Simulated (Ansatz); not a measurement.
# CH9BClNSi2: one species, many methods

The task here is to estimate one member of a computed series from the others.

Computed with Ansatz 0.2.0, Gaussian basis. Level: functionals in def2-TZVPP, the program's frozen cores in correlated methods.

The runs, in order: LDA (SPW92), PBE-D4, revPBE-D4, BLYP-D4, r2SCAN-D4, B97M-V, PBE0-D4, B3LYP-D4, r2SCANh-D4, r2SCAN0-D4, HSE06-D4, BHLYP-D4, CAM-B3LYP-D4, LC-ωPBE, ωB97X-V, ωB97M-V, B2PLYP, PBE-QIDH; CCSD(T)/def2-SVP; MP2/def2-TZVPP; MP2/def2-QZVPP; RPA on PBE.

### The geometry

An earlier PBE0-D4 in a triple-zeta def2 set relaxation fixed the geometry.

15 atoms, charge 0, spin multiplicity 1.

Atoms are counted from 1 here; the program's logs count them from 0.

Bond lengths: B1–N2 1.411 Å, B1–H7 1.198 Å, B1–H8 1.201 Å, N2–Si3 1.768 Å, N2–Si5 1.732 Å, Si3–C4 1.858 Å, Si3–H9 1.484 Å, Si3–H10 1.488 Å, C4–H11 1.092 Å, C4–H12 1.093 Å, C4–H13 1.093 Å, Si5–Cl6 2.060 Å, Si5–H14 1.479 Å, Si5–H15 1.476 Å. Angles: N2–B1–H7 120.4°, N2–B1–H8 119.2°, H7–B1–H8 120.4°, B1–N2–Si3 118.5°, B1–N2–Si5 120.9°, Si3–N2–Si5 120.5°, N2–Si3–C4 110.9°, N2–Si3–H9 108.2°, N2–Si3–H10 106.2°, C4–Si3–H9 111.4°, C4–Si3–H10 110.8°, H9–Si3–H10 109.2°, Si3–C4–H11 110.4°, Si3–C4–H12 110.6°, Si3–C4–H13 110.7°, H11–C4–H12 108.4°, H11–C4–H13 108.5°, H12–C4–H13 108.2° and more.

Set-up of the first run:

in.yaml reads:

```yaml
crystal:
  periodic: [false, false, false]
  atoms:
    - {symbol: B, position_ang: [-1.285967, -1.423039, 0.027580]}
    - {symbol: N, position_ang: [-0.505238, -0.356773, 0.521673]}
    - {symbol: Si, position_ang: [1.195187, -0.266769, 0.045826]}
    - {symbol: C, position_ang: [1.359480, 0.280096, -1.722097]}
    - {symbol: Si, position_ang: [-1.208805, 0.878412, 1.511406]}
    - {symbol: Cl, position_ang: [-1.119203, 2.683746, 0.523733]}
    - {symbol: H, position_ang: [-2.454027, -1.490192, 0.286165]}
    - {symbol: H, position_ang: [-0.764730, -2.263213, -0.654297]}
    - {symbol: H, position_ang: [1.807230, -1.602103, 0.258050]}
    - {symbol: H, position_ang: [1.832422, 0.716075, 0.963619]}
    - {symbol: H, position_ang: [0.904682, 1.263569, -1.860235]}
    - {symbol: H, position_ang: [2.412124, 0.343128, -2.009577]}
    - {symbol: H, position_ang: [0.864683, -0.426964, -2.392057]}
    - {symbol: H, position_ang: [-0.433537, 1.054768, 2.758738]}
    - {symbol: H, position_ang: [-2.626201, 0.558658, 1.770872]}
basis:
  gaussian: {orbitals: def2-TZVPP}
hamiltonian: {xc: lda}
output: {orbitals: {seedname: orbitals}}
```

The run is started by

```sh
$ ansatz run in.yaml --threads 4 --pin off --events-out ev --progress --plain --max-ram 11315MiB
```

Steps of the session up to this table: LDA; PBE-D4 (GGA); revPBE-D4 (GGA); BLYP-D4 (GGA); r2SCAN-D4 (meta-GGA); B97M-V (meta-GGA); B3LYP-D4 (hybrid); r2SCANh-D4 (hybrid); r2SCAN0-D4 (hybrid); HSE06-D4 (hybrid); BHLYP-D4 (hybrid); CAM-B3LYP-D4 (range-separated); LC-ωPBE (range-separated); ωB97X-V (range-separated); ωB97M-V (range-separated); B2PLYP (double hybrid); PBE-QIDH (double hybrid).

One of the session's tables, all rows but one given; the rest of the session is left out.

It belongs to the step «Orbital energies across the functionals». 

| functional | HOMO (eV) | gap (eV) |
| --- | --- | --- |
| LDA (SPW92) | -7.42 | 5.44 |
| PBE-D4 | -7.33 | 5.62 |
| revPBE-D4 | ? | ? |
| BLYP-D4 | -7.19 | 5.65 |
| r2SCAN-D4 | -7.60 | 6.25 |
| B97M-V | -7.72 | 6.23 |
| PBE0-D4 | -8.58 | 7.84 |
| B3LYP-D4 | -8.35 | 7.40 |
| r2SCANh-D4 | -8.07 | 7.04 |
| r2SCAN0-D4 | -8.77 | 8.24 |
| HSE06-D4 | -8.18 | 7.06 |
| BHLYP-D4 | -9.73 | 9.99 |
| CAM-B3LYP-D4 | -9.92 | 10.26 |
| LC-ωPBE | -11.29 | 12.79 |
| ωB97X-V | -10.94 | 12.32 |
| ωB97M-V | -10.82 | 11.93 |

Estimate the missing values for revPBE-D4.

**Answer.** HOMO (eV): -7.28; gap (eV): 5.69. In the column «HOMO (eV)» it lies between PBE-D4 (-7.33) and BLYP-D4 (-7.19).
